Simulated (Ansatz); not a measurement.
# C₃H₁₂FN₃Zr: one species, many methods

The task here is to estimate one member of a computed series from the others.

Method: functionals in def2-TZVPP, the program's frozen cores in correlated methods; program: Ansatz 0.2.0, Gaussian basis.

Plan: LDA (SPW92), PBE-D4, revPBE-D4, BLYP-D4, r2SCAN-D4, B97M-V, PBE0-D4, B3LYP-D4, r2SCANh-D4, r2SCAN0-D4, HSE06-D4, BHLYP-D4, CAM-B3LYP-D4, LC-ωPBE, ωB97X-V, ωB97M-V, B2PLYP, PBE-QIDH; CCSD(T)/def2-SVP; CCSD(T)/def2-TZVPP; MP2/def2-QZVPP; extrapolation to the limit; RPA on PBE.

### Structure used throughout

All runs share one geometry, relaxed beforehand with PBE0-D4 in a triple-zeta def2 set. Zr takes the def2 core potential; no spin-orbit term is included.

20 atoms, charge 0, spin multiplicity 1.

Atoms are counted from 1 here; the program's logs count them from 0.

Bond lengths: C1–N2 1.449 Å, C1–H9 1.097 Å, C1–H10 1.096 Å, C1–H11 1.097 Å, N2–Zr3 2.035 Å, N2–H12 1.011 Å, Zr3–F4 1.941 Å, Zr3–N5 2.036 Å, Zr3–N7 2.036 Å, N5–C6 1.448 Å, N5–H13 1.015 Å, C6–H14 1.092 Å, C6–H15 1.097 Å, C6–H16 1.097 Å, N7–C8 1.448 Å, N7–H17 1.011 Å, C8–H18 1.096 Å, C8–H19 1.097 Å and more. Angles: N2–C1–H9 112.4°, N2–C1–H10 110.2°, N2–C1–H11 112.8°, H9–C1–H10 106.6°, H9–C1–H11 107.9°, H10–C1–H11 106.6°, C1–N2–Zr3 123.8°, C1–N2–H12 111.8°, Zr3–N2–H12 124.3°, N2–Zr3–F4 111.9°, N2–Zr3–N5 107.6°, N2–Zr3–N7 106.5°, F4–Zr3–N5 111.8°, F4–Zr3–N7 112.1°, N5–Zr3–N7 106.7°, Zr3–N5–C6 132.4°, Zr3–N5–H13 116.8°, C6–N5–H13 110.5° and more.

Set-up of the first run:

File in.yaml:

```yaml
crystal:
  periodic: [false, false, false]
  atoms:
    - {symbol: C, position_ang: [2.751339, 0.079268, -1.782017]}
    - {symbol: N, position_ang: [1.753838, 0.759441, -0.981610]}
    - {symbol: Zr, position_ang: [-0.142990, 0.072114, -0.715178]}
    - {symbol: F, position_ang: [-0.919049, -0.571889, -2.373944]}
    - {symbol: N, position_ang: [-1.238360, 1.585273, 0.095165]}
    - {symbol: C, position_ang: [-1.695773, 1.846657, 1.444066]}
    - {symbol: N, position_ang: [-0.034049, -1.390218, 0.696795]}
    - {symbol: C, position_ang: [-1.105013, -2.323036, 0.981172]}
    - {symbol: H, position_ang: [3.650825, -0.171104, -1.205600]}
    - {symbol: H, position_ang: [2.350295, -0.866777, -2.163464]}
    - {symbol: H, position_ang: [3.063623, 0.662309, -2.657154]}
    - {symbol: H, position_ang: [2.090059, 1.649499, -0.640674]}
    - {symbol: H, position_ang: [-1.625921, 2.266687, -0.549986]}
    - {symbol: H, position_ang: [-1.301314, 1.083810, 2.118853]}
    - {symbol: H, position_ang: [-1.354308, 2.820486, 1.817140]}
    - {symbol: H, position_ang: [-2.789752, 1.824689, 1.528382]}
    - {symbol: H, position_ang: [0.796283, -1.596681, 1.234884]}
    - {symbol: H, position_ang: [-1.982174, -2.091900, 0.366128]}
    - {symbol: H, position_ang: [-1.434663, -2.276150, 2.026717]}
    - {symbol: H, position_ang: [-0.832877, -3.362468, 0.760317]}
basis:
  gaussian: {orbitals: def2-TZVPP}
hamiltonian: {xc: lda}
output: {orbitals: {seedname: orbitals}}
```

The run is started by

```
> ansatz run in.yaml --threads 5 --pin off --events-out ev --progress --plain --max-ram 66560MiB --backend cuda --devices 0, --max-vram 37GiB
```

Among the steps run: LDA; PBE-D4 (GGA); revPBE-D4 (GGA); BLYP-D4 (GGA); r2SCAN-D4 (meta-GGA); B97M-V (meta-GGA); PBE0-D4 (hybrid); B3LYP-D4 (hybrid); r2SCANh-D4 (hybrid); r2SCAN0-D4 (hybrid); HSE06-D4 (hybrid); BHLYP-D4 (hybrid); CAM-B3LYP-D4 (range-separated); LC-ωPBE (range-separated); ωB97X-V (range-separated); ωB97M-V (range-separated); B2PLYP (double hybrid); PBE-QIDH (double hybrid).

One of the session's tables, all rows but one given; the rest of the session is left out.

It belongs to the step «Orbital energies across the functionals». 

```
  functional  HOMO (eV)  gap (eV)
 LDA (SPW92)      -5.27      4.17
      PBE-D4      -5.11      4.23
   revPBE-D4      -5.04      4.26
     BLYP-D4      -5.00      4.21
   r2SCAN-D4      -5.35      4.74
      B97M-V      -5.47      4.72
     PBE0-D4          ?         ?
    B3LYP-D4      -6.20      5.87
  r2SCANh-D4      -5.85      5.54
  r2SCAN0-D4      -6.59      6.74
    HSE06-D4      -6.01      5.58
    BHLYP-D4      -7.66      8.15
CAM-B3LYP-D4      -7.80      8.44
     LC-ωPBE      -9.14     10.83
     ωB97X-V      -8.80     10.32
     ωB97M-V      -8.73      9.71
```

Q: Estimate the row for PBE0-D4 from the others.

The run gave: HOMO (eV): -6.41; gap (eV): 6.34. In the column «HOMO (eV)» it lies between r2SCAN0-D4 (-6.59) and B3LYP-D4 (-6.20).
